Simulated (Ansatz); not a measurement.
**CHBrI−: an energy map over bond length C2–I3 and angle I3–C2–Br1**

How does the energy of CHBrI, SMILES Br[CH-]I, charge −1 change over two coordinates at once? A grid of runs gives the map.

Computed with Ansatz 0.2.0. Level: RKS PBE0-D4/def2-TZVPD.

## Step 1: The system as given

SMILES `Br[CH-]I`, 4 atoms, charge -1, spin multiplicity 1.

Atoms are counted from 1 here; the program's logs count them from 0.

Bond lengths: Br1–C2 2.078 Å, C2–I3 2.327 Å, C2–H4 1.128 Å. Angles: Br1–C2–I3 107.1°, Br1–C2–H4 95.9°, I3–C2–H4 94.1°.

Coordinates:

```xyz
4

Br   -1.8208    0.0994   -0.3490
C     0.2375    0.0524   -0.6300
I     1.1395   -1.1964    1.1140
H     0.4438    1.0445   -0.1350
```

## Step 2: The minimum at this level

Contents of input.yaml:

```yaml
crystal:
  periodic: [false, false, false]
  atoms:
    - { symbol: Br, position_ang: [-1.820769, 0.099385, -0.349032] }
    - { symbol: C, position_ang: [0.237468, 0.05242, -0.630009] }
    - { symbol: I, position_ang: [1.139515, -1.19635, 1.11404] }
    - { symbol: H, position_ang: [0.443777, 1.044536, -0.134999] }
total_charge: -1
basis:
  gaussian: { orbitals: def2-TZVPD }
hamiltonian:
  xc: pbe0
  dispersion: d4
output:
  forces: true
relax:
  f_tol: 0.003
  max_steps: 120
```

Launch:

```sh
> ansatz run input.yaml --threads 1 --pin off --max-ram 2560MiB --backend cpu --events-out ev --progress --plain --runs-dir out
```

What it wrote:

```text
Warning: RAYON_NUM_THREADS=1 ignored (pool sized by the plan → 1); use --threads N
The last accepted step is kept in <dir> (removed where the run ends without a failure and the disk answers)
Engine: ansatz 0.2.0, aarch64-unknown-linux-gnu
Functional definition: PBE0
  parameter a = 0.25
  parameter kappa = 0.804
  parameter beta = 0.06672455060314922
  exchange = (1 - a)*pbe_x(kappa = kappa, mu = beta*pi^2/3) + a*exact_x
  correlation = pbe_c(beta = beta)
1156 factors; their error is unknown
mean field evaluation 1: about -79190.2125 eV, gradient 2.4e1 eV
mean field evaluation 2: about -79188.9594 eV, gradient 3.2e1 eV
mean field evaluation 4: about -79191.3815 eV, gradient 1.4e0 eV
mean field evaluation 8: about -79191.9358 eV, gradient 2.6e-1 eV
mean field evaluation 16: about -79191.9359 eV, gradient 5.9e-5 eV
mean field -79191.93593239 eV, -2910.2499672934 hartree, gradient 5.9e-5 eV, S^2 0.000000; 0 other end points of the search recorded, 0 dependent functions left out
the calculation of the forces begins
reference -79191.93597830 eV, -2910.2499689805 hartree; 34, 34 occupied and 128, 128 virtual orbitals, 1156 factors
relax step   1: F+E_penalty+E_count = -79192.03554938 eV  Δ(F+E_penalty+E_count) = +0.000e0 eV  max|allowed force component| = 4.925e-1 eV/Å  Δτ_max = 0.0000 Å  (30 SCF iters, accepted)
these checks for a lower state are left out or cut short: starts, cluster_reference, orbital_swaps, neighbouring_geometries, increment
1156 factors; their error is unknown
mean field -79191.94492579 eV, -2910.2502977947 hartree, gradient 1.6e-5 eV, S^2 0.000000; 0 other end points of the search recorded, 0 dependent functions left out
the calculation of the forces begins
reference -79191.94497087 eV, -2910.2502994514 hartree; 34, 34 occupied and 128, 128 virtual orbitals, 1156 factors
relax step   2: F+E_penalty+E_count = -79192.04657833 eV  Δ(F+E_penalty+E_count) = -1.103e-2 eV  max|allowed force component| = 3.598e-1 eV/Å  Δτ_max = 0.0895 Å  (34 SCF iters, accepted)
these checks for a lower state are left out or cut short: starts, cluster_reference, orbital_swaps, neighbouring_geometries, increment
1156 factors; their error is unknown
mean field -79191.95707511 eV, -2910.2507442737 hartree, gradient 1.7e-5 eV, S^2 0.000000; 0 other end points of the search recorded, 0 dependent functions left out
the calculation of the forces begins
reference -79191.95712045 eV, -2910.2507459400 hartree; 34, 34 occupied and 128, 128 virtual orbitals, 1156 factors
relax step   3: F+E_penalty+E_count = -79192.05817389 eV  Δ(F+E_penalty+E_count) = -1.160e-2 eV  max|allowed force component| = 2.095e-1 eV/Å  Δτ_max = 0.0350 Å  (35 SCF iters, accepted)
these checks for a lower state are left out or cut short: starts, cluster_reference, orbital_swaps, neighbouring_geometries, increment
1156 factors; their error is unknown
mean field evaluation 32: about -79191.4080 eV, gradient 1.1e0 eV
mean field -79191.95911710 eV, -2910.2508193155 hartree, gradient 1.9e-5 eV, S^2 0.000000; 0 other end points of the search recorded, 0 dependent functions left out
the calculation of the forces begins
reference -79191.95916248 eV, -2910.2508209833 hartree; 34, 34 occupied and 128, 128 virtual orbitals, 1156 factors
relax step   4: F+E_penalty+E_count = -79192.06007720 eV  Δ(F+E_penalty+E_count) = -1.903e-3 eV  max|allowed force component| = 8.775e-2 eV/Å  Δτ_max = 0.0070 Å  (34 SCF iters, accepted)
these checks for a lower state are left out or cut short: starts, cluster_reference, orbital_swaps, neighbouring_geometries, increment
1156 factors; their error is unknown
mean field -79191.95996186 eV, -2910.2508503601 hartree, gradient 1.9e-5 eV, S^2 0.000000; 0 other end points of the search recorded, 0 dependent functions left out
the calculation of the forces begins
reference -79191.96000729 eV, -2910.2508520294 hartree; 34, 34 occupied and 128, 128 virtual orbitals, 1156 factors
relax step   5: F+E_penalty+E_count = -79192.06085202 eV  Δ(F+E_penalty+E_count) = -7.748e-4 eV  max|allowed force component| = 3.887e-2 eV/Å  Δτ_max = 0.0134 Å  (34 SCF iters, accepted)
these checks for a lower state are left out or cut short: starts, cluster_reference, orbital_swaps, neighbouring_geometries, increment
1156 factors; their error is unknown
mean field -79191.96009691 eV, -2910.2508553230 hartree, gradient 1.9e-5 eV, S^2 0.000000; 0 other end points of the search recorded, 0 dependent functions left out
the calculation of the forces begins
reference -79191.96014232 eV, -2910.2508569917 hartree; 34, 34 occupied and 128, 128 virtual orbitals, 1156 factors
relax step   6: F+E_penalty+E_count = -79192.06103175 eV  Δ(F+E_penalty+E_count) = -1.797e-4 eV  max|allowed force component| = 4.937e-3 eV/Å  Δτ_max = 0.0056 Å  (35 SCF iters, accepted)
these checks for a lower state are left out or cut short: starts, cluster_reference, orbital_swaps, neighbouring_geometries, increment
1156 factors; their error is unknown
mean field -79191.96011560 eV, -2910.2508560098 hartree, gradient 1.9e-5 eV, S^2 0.000000; 0 other end points of the search recorded, 0 dependent functions left out
the calculation of the forces begins
reference -79191.96016101 eV, -2910.2508576786 hartree; 34, 34 occupied and 128, 128 virtual orbitals, 1156 factors
relax step   7: F+E_penalty+E_count = -79192.06103521 eV  Δ(F+E_penalty+E_count) = -3.458e-6 eV  max|allowed force component| = 8.525e-4 eV/Å  Δτ_max = 0.0007 Å  (35 SCF iters, accepted)
1156 factors; their error is unknown
mean field evaluation 64: about -79191.9601 eV, gradient 3.8e-3 eV
mean field -79191.96011560 eV, -2910.2508560098 hartree, gradient 1.9e-5 eV, S^2 0.000000; 1 other end points of the search recorded, 0 dependent functions left out
the calculation of the forces begins
reference -79191.96016101 eV, -2910.2508576786 hartree; 34, 34 occupied and 128, 128 virtual orbitals, 1156 factors
Total energy: -79192.06108062 eV, -2910.2545664059 hartree
Atom 0 at    -1.786707     0.084448    -0.335363 Å, force    -0.000176     0.000010     0.000272 eV/Å
Atom 1 at     0.236481     0.053348    -0.607311 Å, force     0.000381     0.000422    -0.000852 eV/Å
Atom 2 at     1.102817    -1.173045     1.084343 Å, force    -0.000033    -0.000033     0.000370 eV/Å
Atom 3 at     0.447400     1.035240    -0.141669 Å, force    -0.000172    -0.000399     0.000211 eV/Å
Dipole moment:     0.060875    -0.038814     0.366726 e Å
```

Wall time 59 s (1 thread of Arm Neoverse V2, shared host); peak memory 0.37 GiB.

Relaxation path:

```csv
step,energy from step 1 (eV),largest force component (eV/Å)
1,0.0000,0.4925
2,-0.0110,0.3598
3,-0.0226,0.2095
4,-0.0245,0.0878
5,-0.0253,0.0389
6,-0.0255,0.0049
7,-0.0255,0.0009
```

Bonds that changed most:

```csv
bond,before (Å),after (Å),change (Å)
C2–I3,2.327,2.262,-0.065
Br1–C2,2.078,2.042,-0.036
C2–H4,1.128,1.107,-0.021
```

## Step 3: Plan of the scan

The axes are (1) bond length C2–I3: 7 values from 1.990 to 2.827 Å; (2) angle I3–C2–Br1: 7 values from 61.7 to 151.7 °.

Nothing else is relaxed (all other coordinates rigid). Energies count from the relaxed molecule at the same level.

Of the runs on the grid, 2 are shown in the steps below; the others differ only in the two coordinates.

## Step 4: The run at bond length C2–I3 = 1.990 Å, angle I3–C2–Br1 = 151.7°

Contents of input.yaml:

```yaml
crystal:
  periodic: [false, false, false]
  atoms:
    - { symbol: Br, position_ang: [-1.786707, 0.084448, -0.335363] }
    - { symbol: C, position_ang: [0.236481, 0.053348, -0.607311] }
    - { symbol: I, position_ang: [2.068794, -0.503205, -0.066037] }
    - { symbol: H, position_ang: [0.4474, 1.03524, -0.141669] }
total_charge: -1
basis:
  gaussian: { orbitals: def2-TZVPD }
hamiltonian:
  xc: pbe0
  dispersion: d4
output:
  forces: true
```

Launch:

```sh
> ansatz run input.yaml --threads 1 --pin off --max-ram 2560MiB --backend cpu --events-out ev --progress --plain --runs-dir out
```

What it wrote:

```text
Warning: RAYON_NUM_THREADS=1 ignored (pool sized by the plan → 1); use --threads N
Engine: ansatz 0.2.0, aarch64-unknown-linux-gnu
Functional definition: PBE0
  parameter a = 0.25
  parameter kappa = 0.804
  parameter beta = 0.06672455060314922
  exchange = (1 - a)*pbe_x(kappa = kappa, mu = beta*pi^2/3) + a*exact_x
  correlation = pbe_c(beta = beta)
1156 factors; their error is unknown
mean field evaluation 1: about -79187.9794 eV, gradient 2.9e1 eV
mean field evaluation 2: about -79184.7277 eV, gradient 4.4e1 eV
mean field evaluation 4: about -79189.6379 eV, gradient 1.6e0 eV
mean field evaluation 8: about -79189.6406 eV, gradient 5.7e-2 eV
mean field evaluation 16: about -79190.1927 eV, gradient 4.1e-3 eV
mean field -79190.19271052 eV, -2910.1859050711 hartree, gradient 1.5e-5 eV, S^2 0.000000; 0 other end points of the search recorded, 0 dependent functions left out
the calculation of the forces begins
reference -79190.19275490 eV, -2910.1859067020 hartree; 34, 34 occupied and 128, 128 virtual orbitals, 1156 factors
Total energy: -79190.28689899 eV, -2910.1893664334 hartree
Atom 0 at    -1.786707     0.084448    -0.335363 Å, force    -0.285484    -0.926091     1.129995 eV/Å
Atom 1 at     0.236481     0.053348    -0.607311 Å, force    -1.551618     3.340418    -2.412642 eV/Å
Atom 2 at     2.068794    -0.503205    -0.066037 Å, force     2.980991    -2.562957     1.861923 eV/Å
Atom 3 at     0.447400     1.035240    -0.141669 Å, force    -1.143890     0.148630    -0.579276 eV/Å
Dipole moment:     0.396291     0.037267     0.124571 e Å
```

Wall time 7.6 s (1 thread of Arm Neoverse V2, shared host); peak memory 0.36 GiB.

That is 41 kcal/mol from the zero.

## Step 5: The run at bond length C2–I3 = 2.269 Å, angle I3–C2–Br1 = 106.7°

Changes to input.yaml since step 4:

```diff
@@ -5,3 +5,3 @@
     - { symbol: C, position_ang: [0.236481, 0.053348, -0.607311] }
-    - { symbol: I, position_ang: [2.068794, -0.503205, -0.066037] }
+    - { symbol: I, position_ang: [1.10372, -1.177175, 1.090356] }
     - { symbol: H, position_ang: [0.4474, 1.03524, -0.141669] }
```

Launch:

```sh
> ansatz run input.yaml --threads 1 --pin off --max-ram 2560MiB --backend cpu --events-out ev --progress --plain --runs-dir out
```

What it wrote:

```text
Warning: RAYON_NUM_THREADS=1 ignored (pool sized by the plan → 1); use --threads N
Engine: ansatz 0.2.0, aarch64-unknown-linux-gnu
Functional definition: PBE0
  parameter a = 0.25
  parameter kappa = 0.804
  parameter beta = 0.06672455060314922
  exchange = (1 - a)*pbe_x(kappa = kappa, mu = beta*pi^2/3) + a*exact_x
  correlation = pbe_c(beta = beta)
1156 factors; their error is unknown
mean field evaluation 1: about -79190.0578 eV, gradient 2.6e1 eV
mean field evaluation 2: about -79188.5275 eV, gradient 3.5e1 eV
mean field evaluation 4: about -79191.4069 eV, gradient 1.5e0 eV
mean field evaluation 8: about -79191.9599 eV, gradient 2.6e-1 eV
mean field evaluation 16: about -79191.9600 eV, gradient 6.3e-5 eV
mean field -79191.96001635 eV, -2910.2508523625 hartree, gradient 2.1e-5 eV, S^2 0.000000; 0 other end points of the search recorded, 0 dependent functions left out
the calculation of the forces begins
reference -79191.96006180 eV, -2910.2508540327 hartree; 34, 34 occupied and 128, 128 virtual orbitals, 1156 factors
Total energy: -79192.06091228 eV, -2910.2545602196 hartree
Atom 0 at    -1.786707     0.084448    -0.335363 Å, force     0.008983     0.000719    -0.000274 eV/Å
Atom 1 at     0.236481     0.053348    -0.607311 Å, force     0.004672    -0.029047     0.020832 eV/Å
Atom 2 at     1.103720    -1.177175     1.090356 Å, force    -0.017102     0.030756    -0.032305 eV/Å
Atom 3 at     0.447400     1.035240    -0.141669 Å, force     0.003446    -0.002428     0.011747 eV/Å
Dipole moment:     0.057439    -0.036705     0.364363 e Å
```

Wall time 7 s (1 thread of Arm Neoverse V2, shared host); peak memory 0.36 GiB.

On the map this point reads 0 kcal/mol.

## Step 6: The map

49 points were computed. Energies in kcal/mol, from the relaxed molecule at the same level:

```tsv
angle I3–C2–Br1 (°) ↓, bond length C2–I3 (Å) →	1.990	2.130	2.269	2.409	2.548	2.688	2.827
151.7	41	32	27	25	24	24	25
136.7	24	16	13	13	14	16	18
121.7	13	6	4	5	7	10	13
106.7	9	2	0	1	4	8	11
91.7	19	9	6	6	8	11	14
76.7	61	44	35	31	28	27	27
61.7	193	158	132	113	99	86	74
```

On the same grid, largest force on an atom (eV/Å):

| angle I3–C2–Br1 (°) ↓, bond length C2–I3 (Å) → | 1.990 | 2.130 | 2.269 | 2.409 | 2.548 | 2.688 | 2.827 |
| --- | --- | --- | --- | --- | --- | --- | --- |
| 151.7 | 4.4 | 3.2 | 2.6 | 2.1 | 1.7 | 1.3 | 1.1 |
| 136.7 | 4.0 | 2.5 | 1.8 | 1.4 | 1.1 | 0.9 | 0.8 |
| 121.7 | 3.7 | 1.7 | 0.9 | 0.7 | 0.9 | 1.0 | 1.0 |
| 106.7 | 3.8 | 1.3 | 0.0 | 0.7 | 1.0 | 1.1 | 1.1 |
| 91.7 | 4.9 | 2.3 | 1.3 | 1.2 | 1.4 | 1.5 | 1.5 |
| 76.7 | 9.2 | 6.1 | 4.7 | 3.8 | 3.0 | 2.4 | 2.0 |
| 61.7 | 21.6 | 17.2 | 14.3 | 12.0 | 10.3 | 8.6 | 6.3 |

## Step 7: Outcome

| quantity | value |
| --- | --- |
| lowest point | bond length C2–I3 = 2.269 Å, angle I3–C2–Br1 = 106.7°, 0 kcal/mol |
| highest computed point | bond length C2–I3 = 1.990 Å, angle I3–C2–Br1 = 61.7°, 193 kcal/mol above the lowest |
| largest force on an atom (eV/Å) | 0.0 at bond length C2–I3 = 2.269 Å, angle I3–C2–Br1 = 106.7° to 21.6 at bond length C2–I3 = 1.990 Å, angle I3–C2–Br1 = 61.7°; 0.0 at the lowest point |
| time for the whole task | 7.6 min on 1 thread, shared host |

What this shows: The lowest computed point is at bond length C2–I3 = 2.269 Å, angle I3–C2–Br1 = 106.7°, 0 kcal/mol from the relaxed molecule at the same level. The grid is coarse, so the true minimum lies between grid points and may sit elsewhere than the lowest one. It is the only kind of minimum in the scanned range. The highest computed point, bond length C2–I3 = 1.990 Å, angle I3–C2–Br1 = 61.7°, lies 193 kcal/mol above the lowest. Round the minimum the two coordinates are nearly uncoupled.
